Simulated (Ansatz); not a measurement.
# CH₄F₂GaN: one species, many methods

An exercise on one series of results from a longer session: the logs are not shown, and one member is left open.

Computed with Ansatz 0.2.0, Gaussian basis. Level: functionals in def2-TZVPP, the program's frozen cores in correlated methods.

Levels to be run: LDA (SPW92), PBE-D4, revPBE-D4, BLYP-D4, r2SCAN-D4, B97M-V, PBE0-D4, B3LYP-D4, r2SCANh-D4, r2SCAN0-D4, HSE06-D4, BHLYP-D4, CAM-B3LYP-D4, LC-ωPBE, ωB97X-V, ωB97M-V, B2PLYP, PBE-QIDH; CCSD(T)/def2-SVP; CCSD(T)/def2-TZVPP; MP2/def2-QZVPP; extrapolation to the limit; RPA on PBE.

**The geometry**

All runs share one geometry, relaxed beforehand with PBE0-D4 in a triple-zeta def2 set.

SMILES `C[NH][Ga]([F])[F]`, 9 atoms, charge 0, spin multiplicity 1.

Atoms are counted from 1 here; the program's logs count them from 0.

Bond lengths: C1–N2 1.448 Å, C1–H6 1.095 Å, C1–H7 1.091 Å, C1–H8 1.095 Å, N2–Ga3 1.786 Å, N2–H9 1.006 Å, Ga3–F4 1.742 Å, Ga3–F5 1.740 Å. Angles: N2–C1–H6 111.9°, N2–C1–H7 110.0°, N2–C1–H8 111.9°, H6–C1–H7 107.4°, H6–C1–H8 108.1°, H7–C1–H8 107.4°, C1–N2–Ga3 126.3°, C1–N2–H9 114.8°, Ga3–N2–H9 118.8°, N2–Ga3–F4 121.4°, N2–Ga3–F5 123.1°, F4–Ga3–F5 115.5°.

The first run:

Contents of in.yaml:

```yaml
crystal:
  periodic: [false, false, false]
  atoms:
    - {symbol: C, position_ang: [-0.712085, -0.947984, 0.562208]}
    - {symbol: N, position_ang: [0.009762, 0.306471, 0.523433]}
    - {symbol: Ga, position_ang: [0.846198, 1.002319, -0.892736]}
    - {symbol: F, position_ang: [0.864063, 0.182392, -2.429122]}
    - {symbol: F, position_ang: [1.690520, 2.522849, -0.844786]}
    - {symbol: H, position_ang: [-1.766988, -0.803545, 0.819023]}
    - {symbol: H, position_ang: [-0.677905, -1.429354, -0.416296]}
    - {symbol: H, position_ang: [-0.277487, -1.646205, 1.285569]}
    - {symbol: H, position_ang: [0.023913, 0.813058, 1.392717]}
basis:
  gaussian: {orbitals: def2-TZVPP}
hamiltonian: {xc: lda}
output: {orbitals: {seedname: orbitals}}
```

Command:

```sh
ansatz run in.yaml --threads 4 --pin off --events-out ev --progress --plain --max-ram 10444MiB
```

Among the steps run: LDA; PBE-D4 (GGA); revPBE-D4 (GGA); BLYP-D4 (GGA); r2SCAN-D4 (meta-GGA); B97M-V (meta-GGA); PBE0-D4 (hybrid); B3LYP-D4 (hybrid); r2SCANh-D4 (hybrid); r2SCAN0-D4 (hybrid); HSE06-D4 (hybrid); BHLYP-D4 (hybrid); CAM-B3LYP-D4 (range-separated); LC-ωPBE (range-separated); ωB97X-V (range-separated); ωB97M-V (range-separated); B2PLYP (double hybrid); PBE-QIDH (double hybrid).

One of the session's tables, all rows but one given; the rest of the session is left out.

It belongs to the step «Orbital energies across the functionals». 

```
  functional  HOMO (eV)  gap (eV)
 LDA (SPW92)      -6.28      3.94
      PBE-D4      -6.09      4.06
   revPBE-D4      -6.02      4.14
     BLYP-D4      -6.00      3.96
   r2SCAN-D4      -6.37      4.67
      B97M-V          ?         ?
     PBE0-D4      -7.47      6.42
    B3LYP-D4      -7.26      5.83
  r2SCANh-D4      -6.88      5.54
  r2SCAN0-D4      -7.66      6.82
    HSE06-D4      -7.06      5.64
    BHLYP-D4      -8.79      8.56
CAM-B3LYP-D4      -8.91      8.78
     LC-ωPBE     -10.27     11.58
     ωB97X-V      -9.90     10.97
     ωB97M-V      -9.81     10.63
```

Estimate the missing values for B97M-V.

As computed: HOMO (eV): -6.44; gap (eV): 4.51. In the column «HOMO (eV)» it lies between r2SCANh-D4 (-6.88) and r2SCAN-D4 (-6.37).
